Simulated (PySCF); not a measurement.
# The bond of IF, level by level

The task here is to estimate one member of a computed series from the others.

The runs use PySCF 2.14.0; I def2-TZVPP with ECP28, F def2-TZVPP, scalar-relativistic core potentials.

Set-up of the first run:

Settings of the job:

```
atoms                         : I, F
charge                        : 0
basis                         : I def2-TZVPP with ECP28, F def2-TZVPP
Hamiltonian                   : scalar-relativistic core potentials
basis functions               : 81
electrons treated             : 34
masses in u                   : 126.9045, 18.9984
levels                        : PBE0, PBE, r²SCAN, revPBE, B97-3, M06, PBEsol, ωB97X, HF, MP2, SCS-MP2, CCSD, CCSD(T)
grid                          : 80 radial by 434 angular points
occupations                   : held fixed by the projection of orbital angular momentum
dissociation limit            : I + F, each in its ground configuration
starting distance in angstrom : 1.925
values of 2S to try           : 0, 2
```

Run with:

```console
OMP_NUM_THREADS=1 python dia.py task.json out
```

Among the steps run: The job; First curve: PBE0; Higher solutions at PBE0; PBE; r²SCAN (meta-GGA); revPBE; B97-3 (global hybrid GGA); M06 (hybrid meta-GGA); PBEsol (GGA); ωB97X (range-separated hybrid); RHF; Correlated methods on the Hartree–Fock reference.

One of the session's tables, all rows but one given; the rest of the session is left out.

Energy (eV) from each level's lowest point:

| R (Å) | RHF | RHF-MP2 | RHF-SCS-MP2 | RHF-CCSD | RHF-CCSD(T) |
| --- | --- | --- | --- | --- | --- |
| 1.643 | 1.122 | 1.382 | 1.405 | n/a | n/a |
| 1.720 | 0.419 | 0.598 | 0.616 | 0.562 | 0.608 |
| 1.796 | 0.083 | 0.181 | 0.192 | 0.160 | 0.188 |
| 1.854 | 0.000 | 0.037 | 0.043 | 0.027 | 0.042 |
| 1.911 | 0.023 | 0.000 | 0.000 | 0.000 | 0.000 |
| 1.968 | 0.125 | 0.041 | 0.035 | 0.050 | 0.035 |
| 2.045 | 0.347 | 0.184 | 0.168 | 0.203 | 0.165 |
| 2.140 | ? | ? | ? | ? | ? |
| 2.255 | 1.223 | 0.843 | 0.798 | 0.879 | 0.766 |
| 2.408 | 1.940 | 1.399 | 1.331 | n/a | n/a |

Estimate the missing values for R (Å) = 2.140.

Worked estimate for «RHF». A straight line through the neighbours (2.045, 0.347) and (2.255, 1.223) gives 0.347 + (1.223 − 0.347) × (2.140 − 2.045) / (2.255 − 2.045) = 0.743; a parabola fitted to 4 rows on both sides gives 0.724.

As computed: RHF: 0.714; RHF-MP2: 0.452; RHF-SCS-MP2: 0.423; RHF-CCSD: 0.481; RHF-CCSD(T): 0.412. In «RHF» the line misses by +0.029 and the parabola by +0.010.

State 2 has its PBE0 minimum 1.64 eV higher. The other levels ran on the lowest alone.
